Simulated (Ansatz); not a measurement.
# Sn3Se under changes of volume

One of the cells (26.013 Å³/atom); the others are scaled copies at fixed shape and fractional positions:

```
CELL_PARAMETERS angstrom
0.00000 3.73314 3.73314
3.73314 0.00000 3.73314
3.73314 3.73314 0.00000
ATOMIC_POSITIONS crystal
Sn 0.50000 0.50000 0.50000
Sn 0.75000 0.75000 0.75000
Sn 0.25000 0.25000 0.25000
Se 0.00000 0.00000 0.00000
```

The cell comes from a database or a generator and needn't be the stable form of this composition.

- Program: Ansatz 0.2.0
- Functional: r2SCAN
- Potentials or basis: Ansatz PAW
- Cutoff: 500 eV (not typed: the program's choice for these potentials)
- k mesh: 6 × 6 × 6
- Occupations: fermi-dirac, width 0.05 eV
- Spin: no spin polarisation

| volume (Å³/atom) | energy over the lowest point (meV/atom) | pressure (GPa) |
| --- | --- | --- |
| 24.452 | 5.86 | 2.2 |
| 24.973 | 0.89 | 0.9 |
| 25.493 | 0.00 | -0.3 |
| 26.013 | 2.76 | -1.3 |
| 26.533 | 8.75 | -2.2 |
| 27.054 | 17.56 | -3.0 |
| 27.574 | ? | ? |

Problem. What does the run at 27.574 Å³/atom give?

Solution. Energy over the lowest point 28.82 meV/atom; pressure -3.7 GPa.

Worked out: A Birch-Murnaghan fit of order 3 (a polynomial in V^(-2/3)) to the other rows has its minimum at 25.35 Å³/atom with B0 = V·E''(V) = 56 GPa and B' = 5.0. It gives 28.89 meV/atom at 27.574 Å³/atom, against the run's 28.82, and -dE/dV = -3.8 GPa, against -3.7.

Energies are extrapolated to zero smearing.

Caveats: the PAW data sets come from PBE, with cores solved anew for the run's functional, which leaves a small shift of forces and pressure.
